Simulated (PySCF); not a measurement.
**RuSF₂: structure of the triplet**

The task is one start of a wider search on RuSF₂: the triplet, from a PBE0 minimum start. It is relaxed, tested by its Hessian and followed downhill if it is a saddle.

Program: PySCF 2.14.0. Level of theory: PBE0, basis Ru def2-SVP with ECP28, S def2-SVP, F def2-SVP, scalar-relativistic core potentials, no spin–orbit coupling, density fitting. These are calculated values, not measurements.

## Step 1: The starting structure

4 atoms, charge 0, spin multiplicity 3.

Bond lengths: Ru1–S2 2.037 Å, Ru1–F3 1.820 Å, Ru1–F4 1.820 Å. Angles: S2–Ru1–F3 111.1°, S2–Ru1–F4 111.1°, F3–Ru1–F4 137.9°.

```xyz
4
charge 0 multiplicity 3
Ru    0.2090   -0.0037    0.1061
S    -1.6077    0.0284   -0.8160
F     0.0235   -0.0142    1.9170
F     1.5612   -0.0139   -1.1126
```

## Step 2: The SCF at the typed geometry

The steps below are one call of a driver around PySCF. For each, scf.py gives the equivalent set-up of the SCF; relaxations use the driver's own optimiser. After this first run the driver tries any further starts and a stability analysis.

Contents of scf.py:

```python
from pyscf import gto, scf, dft
mol = gto.M(atom='''
Ru     0.208964    -0.003697     0.106063
S     -1.607661     0.028441    -0.815996
F      0.023459    -0.014154     1.916963
F      1.561194    -0.013879    -1.112645''',
    basis={'Ru': 'def2-SVP', 'S': 'def2-SVP', 'F': 'def2-SVP'},
    ecp={'Ru': 'def2-SVP'},
    charge=0, spin=2)
mf = dft.UKS(mol, xc='PBE0')
mf.grids.atom_grid = (50, 194)
aux = {'Ru': 'def2-universal-JKFIT', 'S': 'def2-universal-JKFIT', 'F': 'def2-universal-JKFIT'}
mf = mf.density_fit(auxbasis=aux)
mf.conv_tol = 1e-08
mf.diis_space = 10
mf.max_cycle = 60
mf.init_guess = 'minao'
mf.verbose = 4
mf.kernel()
```

Run with:

```sh
OMP_NUM_THREADS=2 python axn.py task.json out
```

After this run come: Relaxing the triplet from the PBE0 minimum start; Hessian and properties.

Before running it: what results should come out? Wanted: minimum; geometry; wavenumbers; dipole moment; highest occupied, lowest empty level; polar-tensor charge of Ru1; zero-point energy; atomisation energy; ⟨S²⟩.

The runs gave:

```
                                          quantity                                                               value
                                           minimum                                                        triplet, C2v
                                          geometry  Ru–F 1.820 Å (×2), Ru–S 2.037 Å; F–Ru–F 137.9°, F–Ru–S 111.1° (×2)
                                wavenumbers (cm⁻¹)          148 (b1), 167 (b2), 186 (a1), 571 (a1), 658 (a1), 714 (b2)
                                     dipole moment                                                              0.55 D
highest occupied, lowest empty level (either spin)                                                     -7.61, -4.52 eV
                        polar-tensor charge of Ru1                                                             +1.28 e
                                 zero-point energy                                                         14.6 kJ/mol
                               entropy at 298.15 K                                                     323.9 J/(mol K)
         atomisation energy (no zero-point energy)                                                         1177 kJ/mol
                                              ⟨S²⟩                                                               2.032
```

What this shows: The PBE0 minimum start keeps its C2v symmetry and ends in a minimum. The strongest infrared band lies at 714 cm⁻¹ (b2, stretch). Most of the spin sits on Ru1 (Mulliken spin 1.57, against 2 for the whole molecule). The first SCF alone would have been 32 kJ/mol too high. Other starts or spin states, not run here, may lie lower. One determinant may miss the lowest occupation of an open d or f shell.
